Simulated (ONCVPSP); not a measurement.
**An ONCV potential for manganese, from input to tests**

Aim: build the potential from the settings below, then test how well it stands in for the atom: other configurations, scattering, ghost states and the plane-wave cutoff that it needs.

Program: ONCVPSP 4.0.1. Reference atom: PBE, scalar-relativistic, spherical and spin-unpolarised. All values are calculated.

## Step 1: The design

The settings as typed:

```
element                 : manganese (Mn, Z = 25)
type                    : optimised norm-conserving Vanderbilt (ONCV)
frozen core             : [Ne]
valence charge          : 15
reference configuration : 3s2 3p6 3d5.5 4s1.5
partial waves           : 3s+4s: rc 1.40 bohr, ncon 3, nbas 7, qcut 8.9 1/bohr, 3 projectors, debl 1.9 Ha; 3p: rc 1.15 bohr, ncon 3, nbas 7, qcut 11.2 1/bohr, 3 projectors, debl 1 Ha; 3d: rc 1.15 bohr, ncon 4, nbas 9, qcut 14.1 1/bohr, local
local potential         : the d channel
core correction         : Teter function, fcfact 2.25, rcfact 1.65
```

The nodes and maxima of the atom's own shells, from an earlier all-electron run, set the scale for the radii.

All-electron outer shells of the reference configuration (PBE, scalar-relativistic, ld1.x):

```
shell  level (eV)  outermost node (bohr)  outermost maximum (bohr)
   2p     -627.58                      –                      0.19
   3s      -83.54                   0.34                      0.74
   3p      -52.34                   0.31                      0.75
   3d       -4.89                      –                      0.77
   4s       -4.58                   1.06                      2.57
   4p       -1.13                   1.17                      3.60
```

## Step 2: Generating the potential

Input file Mn.dat:

```
# ATOM AND REFERENCE CONFIGURATION
# atsym  z   nc   nv     iexc    psfile
  Mn 25.00    3    4        4      upf
#
#   n    l    f
    1    0    2.00
    2    0    2.00
    2    1    6.00
    3    0    2.00
    3    1    6.00
    3    2    5.50
    4    0    1.50
#
# PSEUDOPOTENTIAL AND OPTIMIZATION
# lmax
    2
#
#   l,   rc,      ep,       ncon, nbas, qcut
    0    1.40    0.00    3    7    8.90
    1    1.15    0.00    3    7   11.20
    2    1.15    0.00    4    9   14.10
#
# LOCAL POTENTIAL
# lloc, lpopt,  rc(5),   dvloc0
    2    5    1.15    0.00
#
# VANDERBILT-KLEINMAN-BYLANDER PROJECTORs
# l, nproj, debl
    0    3    1.90
    1    3    1.00
    2    0    2.50
#
# MODEL CORE CHARGE
# icmod, fcfact, rcfact
    3    2.25    1.65
#
# LOG DERIVATIVE ANALYSIS
# epsh1, epsh2, depsh
   -5.00    5.00    0.04
#
# OUTPUT GRID
# rlmax, drl
    6.00    0.01
#
# TEST CONFIGURATIONS
# ncnf
    4
# nvcnf
#   n    l    f
    4
    3    0    2.00
    3    1    6.00
    3    2    5.00
    4    0    2.00
#
    4
    3    0    2.00
    3    1    6.00
    3    2    5.00
    4    0    1.00
#
    4
    3    0    2.00
    3    1    6.00
    3    2    5.00
    4    0    0.00
#
    4
    3    0    2.00
    3    1    6.00
    3    2    3.00
    4    0    0.00
#
```

Command:

```console
$ oncvpsp.x < Mn.dat > Mn.out
```

Before running it: what results should come out? Wanted: cutoffs for 1 and 0.1 mHa per electron, occupied waves; bound ghosts; GHOST(+) flags; largest test error; largest phase difference near zero energy, channels read; rms error of d²Exc/dn², without and with the model core; projector energies reset by the program.

The runs gave:

```
                                                quantity                                            value
  cutoffs for 1 and 0.1 mHa per electron, occupied waves                                  71 Ha and 81 Ha
                                            bound ghosts                                       none found
                                          GHOST(+) flags                                      s at 483 eV
                            largest test error (AE − PS)  -2.9 meV, for 3s2 3p6 3d5 4s0 (1 test unsolved)
largest phase difference near zero energy, channels read                                        0.002 rad
 rms error of d²Exc/dn², without and with the model core                                1.99 and 1.53 mHa
                 projector energies reset by the program                       p: -1.923, 0.250, 1.250 Ha
```

**Reading.** The worst unpolarised test, 3s2 3p6 3d5 4s0, is off by 2.9 meV on 24.5 eV; by total energies transferability rates as very good where solved. Of the tests 1 gave no usable energy difference, which is a warning in itself. It counts as very hard, with 71 Ha needed at the looser tolerance. At the looser tolerance the 3d wave is the slowest; 3p needs 29 Ha. The program's ghost test flags no bound state. Near zero energy the phases of the channels with partial waves agree within 0.002 rad. The program also flags highly localised states, GHOST(+) (s). These are tests on the free atom; a crystal test is still owed.
